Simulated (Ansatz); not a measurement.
**CHGeO (quartet): from Hartree-Fock to the top rungs, cc-pVTZ**

The task here is to estimate one member of a computed series from the others.

Computed with Ansatz 0.2.0, Gaussian basis. Level: cc-pVTZ, core rule «outside noble gas», up to 16 orbitals frozen.

To be run: UHF; CCSD(T) on ROHF; CCSD(T) on UHF; BCCD(T) on ROHF; CCSDT(Q) on ROHF; CCSDT(Q) on UHF.

3 further runs of the same task are left out: 3 set aside as unsound or not needed.

## The geometry

The geometry is a PBE0/def2-TZVP stationary point (not a proven minimum) of the parent state, kept for this charge and spin. No spin-orbit coupling is included. The filled d shell of Ge may be among the frozen orbitals whatever the setting's name suggests; the logs give the count.

4 atoms, charge 0, spin multiplicity 4.

Atoms are counted from 1 here; the program's logs count them from 0.

Bond lengths: Ge1–C2 1.774 Å, C2–O3 1.290 Å, O3–H4 0.971 Å. Angles: Ge1–C2–O3 175.6°, C2–O3–H4 111.6°.

The first run:

Contents of in.yaml:

```yaml
crystal:
  periodic: [false, false, false]
  atoms:
    - {symbol: Ge, position_ang: [-0.000004, -0.160430, 2.081234]}
    - {symbol: C, position_ang: [0.000037, -0.167331, 0.306926]}
    - {symbol: O, position_ang: [-0.000016, -0.271400, -0.979246]}
    - {symbol: H, position_ang: [-0.000016, 0.599161, -1.408914]}
basis:
  gaussian: {orbitals: cc-pVTZ}
magnetization: {spin_polarized: true, initial_magnetization: 3}
hamiltonian: {xc: hf}
output: {orbitals: {seedname: orbitals}}
```

Launch:

```sh
$ ansatz run in.yaml --threads 1 --pin off --events-out ev --progress --plain --max-ram 4096MiB --backend cpu
```

Steps of the session up to this table: UHF; CCSD(T) on ROHF; CCSD(T) on UHF; BCCD(T) on ROHF; CCSDT(Q) on ROHF; CCSDT(Q) on UHF.

One of the session's tables, all rows but one given; the rest of the session is left out.

It belongs to the step «Misses and costs». 

```
   method  from UCCSDT(Q) (kcal/mol)
     ROHF                    +296.84
      UHF                    +289.19
     RMP2                     +28.08
     UMP2                     +29.62
    RCCSD                     +13.12
    UCCSD                          ?
 RCCSD(T)                      +1.43
 UCCSD(T)                      +1.36
  BCCD(T)                      +1.37
   RCCSDT                      +0.78
   UCCSDT                      +0.62
RCCSDT(Q)                      +0.24
UCCSDT(Q)                          0
```

**Question.** Estimate the row for UCCSD.

**Answer.** from UCCSDT(Q) (kcal/mol): +12.81. In the column «from UCCSDT(Q) (kcal/mol)» it lies between RCCSD(T) (+1.43) and RCCSD (+13.12).

Limits of these values: Restricted and unrestricted rows rest on different reference determinants; where their highest levels disagree by more than a few hundredths of an eV, they describe different states and don't form one ladder.
